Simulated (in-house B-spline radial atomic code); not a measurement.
# Xe⁶⁺: highest level by several methods

In exact Kohn-Sham theory the highest occupied level equals minus the energy to remove an electron. How near do common methods come for Xe⁶⁺?

Method: scalar-relativistic (X2C), several functionals, spin-polarised; spherical all-electron atom at the radial basis limit. Code: in-house B-spline radial atomic code version 1.

### Step 1. The system

| Quantity | Value |
| --- | --- |
| element | xenon (Z = 54) |
| charge | +6 |
| electrons | 48 |
| configuration | [Kr] 4d10 5s2 |
| nucleus | Fermi, rms radius 4.786 fm |

The outer shells:

[Kr] 4d10 5s2
```
[Kr] core
4d [↑↓][↑↓][↑↓][↑↓][↑↓]
5s [↑↓]
```

Where spins are not typed, each open shell is filled with up spins first.

### Step 2. HSE06, a range-separated hybrid

Settings, as recorded:

```ini
Z = 54
electrons = 48.0
configuration = [Kr] 4d10 5s2
hamiltonian = x2c
method = hse06
spin_polarised = True
nucleus = fermi
rms_radius = 4.7859
mass_number = 132
atomic_mass = 131.90415508346
speed_of_light = 137.035999084
```

### Step 3. r2SCAN, a meta-GGA

The settings differ from step 2 so:

```diff
@@ -4,3 +4,3 @@
 hamiltonian = x2c
-method = hse06
+method = r2scan
 spin_polarised = True
```

### Step 4. LC-ωPBE, a range-separated hybrid

The settings differ from step 3 so:

```diff
@@ -4,3 +4,3 @@
 hamiltonian = x2c
-method = r2scan
+method = lc_wpbe
 spin_polarised = True
```

### Step 5. Hartree-Fock

The settings differ from step 4 so:

```diff
@@ -4,3 +4,3 @@
 hamiltonian = x2c
-method = lc_wpbe
+method = hf
 spin_polarised = True
```

### Step 6. M06-L, a meta-GGA

The settings differ from step 5 so:

```diff
@@ -4,3 +4,3 @@
 hamiltonian = x2c
-method = hf
+method = m06l
 spin_polarised = True
```

**Question.** The tabulated ionisation energy is 91.6 ± 0.5 eV (semi-empirical; NIST Atomic Spectra Database). What does each method give, and which comes nearest?

As calculated:

| method | rung | total energy (hartree) | −ε highest (eV) | −ε less tabulated (eV) |
| --- | --- | --- | --- | --- |
| r2SCAN | meta-GGA | -7438.2057 | 86.094 (5s up) | -5.506 |
| M06-L | meta-GGA | -7438.1343 | 85.699 (5s up) | -5.901 |
| HSE06 | range-separated hybrid | -7437.7750 | 87.002 (5s up) | -4.598 |
| LC-ωPBE | range-separated hybrid | -7437.7307 | 90.469 (5s up) | -1.131 |
| Hartree-Fock | Hartree-Fock | -7435.4161 | 89.886 (5s up) | -1.714 |

What this shows: The tabulated ionisation energy is 91.6 ± 0.5 eV (semi-empirical; NIST Atomic Spectra Database). LC-ωPBE comes nearest (-1.131 eV) and M06-L is farthest (-5.901 eV, 6.4 %). Mean absolute error by rung (exchange-only levels left out): meta-GGA 5.70 eV, range-separated hybrid 2.86 eV, Hartree-Fock 1.71 eV. Relativistic terms that these runs lack can be as large as the gaps between close methods, so the nearest may be so by luck. Spin-orbit coupling is left out. The semilocal levels all lie too high, since self-interaction spoils the long-range potential; for them −ε is no ionisation energy.
